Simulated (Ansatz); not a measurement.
# CH2BFO: vertical ionisation energy

An exercise on one series of results from a longer session: the logs are not shown, and one member is left open.

Program: Ansatz 0.2.0, Gaussian basis. Level of theory: unrestricted cation, the program's frozen cores in correlated methods. These are calculated values, not measurements.

Levels to be run: UKS PBE-D4/def2-TZVPP; UKS r2SCAN-D4/def2-TZVPP; UKS PBE0-D4/def2-TZVPP; UKS B3LYP-D4/def2-TZVPP; UKS wB97X-V/def2-TZVPP; UKS wB97M-V/def2-TZVPP; UKS B2PLYP/def2-TZVPP; UHF-CCSD(T)/def2-TZVPP; UHF-MP2/def2-QZVPP; extrapolation to the limit; then −ε(HOMO) from the neutral's earlier runs with LDA (SPW92), PBE-D4, revPBE-D4, BLYP-D4, r2SCAN-D4, B97M-V, PBE0-D4, B3LYP-D4, r2SCANh-D4, r2SCAN0-D4, HSE06-D4, BHLYP-D4, CAM-B3LYP-D4, LC-ωPBE, ωB97X-V, ωB97M-V.

## The relaxed structure

An earlier PBE0-D4 in a triple-zeta def2 set relaxation fixed the geometry.

SMILES `O=CBF`, 6 atoms, charge 0, spin multiplicity 1.

Atoms are counted from 1 here; the program's logs count them from 0.

Bond lengths: O1–C2 1.208 Å, C2–B3 1.604 Å, C2–H5 1.115 Å, B3–F4 1.315 Å, B3–H6 1.194 Å. Angles: O1–C2–B3 121.2°, O1–C2–H5 119.6°, B3–C2–H5 119.2°, C2–B3–F4 117.7°, C2–B3–H6 122.6°, F4–B3–H6 119.7°.

Set-up of the first run:

in.yaml

```yaml
crystal:
  periodic: [false, false, false]
  atoms:
    - {symbol: O, position_ang: [1.615432, 0.579543, -0.501858]}
    - {symbol: C, position_ang: [0.471303, 0.216934, -0.639265]}
    - {symbol: B, position_ang: [-0.416063, -0.224605, 0.621397]}
    - {symbol: F, position_ang: [-1.653761, -0.607753, 0.393931]}
    - {symbol: H, position_ang: [0.020936, 0.187850, -1.659390]}
    - {symbol: H, position_ang: [0.004354, -0.215970, 1.738985]}
basis:
  gaussian: {orbitals: def2-TZVPP}
total_charge: 1
magnetization: {spin_polarized: true, initial_magnetization: 1}
hamiltonian: {xc: pbe, dispersion: d4}
```

Run with:

```bash
$ ansatz run in.yaml --threads 2 --pin off --events-out ev --progress --plain --max-ram 4352MiB
```

Among the steps run: Cation, UKS PBE-D4/def2-TZVPP; Cation, UKS r2SCAN-D4/def2-TZVPP; Cation, UKS PBE0-D4/def2-TZVPP; Cation, UKS B3LYP-D4/def2-TZVPP; Cation, UKS wB97X-V/def2-TZVPP; Cation, UKS wB97M-V/def2-TZVPP; Cation, UKS B2PLYP (frozen core)/def2-TZVPP; Cation, UHF-CCSD(T)/def2-TZVPP; Cation, UHF-MP2/def2-QZVPP.

One table of the session follows, with a row left open; its other results are not shown here.

It belongs to the step «Ionisation energies side by side». Orbital estimates, from the neutral's runs:

| functional | −ε(HOMO) (eV) |
| --- | --- |
| LDA (SPW92) | 6.05 |
| PBE-D4 | 5.92 |
| revPBE-D4 | 5.86 |
| BLYP-D4 | 5.86 |
| r2SCAN-D4 | 6.22 |
| B97M-V | 6.40 |
| PBE0-D4 | 7.53 |
| B3LYP-D4 | 7.32 |
| r2SCANh-D4 | 6.83 |
| r2SCAN0-D4 | 7.75 |
| HSE06-D4 | 7.12 |
| BHLYP-D4 | 9.14 |
| CAM-B3LYP-D4 | 9.02 |
| LC-ωPBE | 10.29 |
| ωB97X-V | 9.99 |
| ωB97M-V | ? |

**Question.** Estimate the row for ωB97M-V.

**Answer.** −ε(HOMO) (eV): 9.91. In the column «−ε(HOMO) (eV)» it lies between BHLYP-D4 (9.14) and ωB97X-V (9.99).
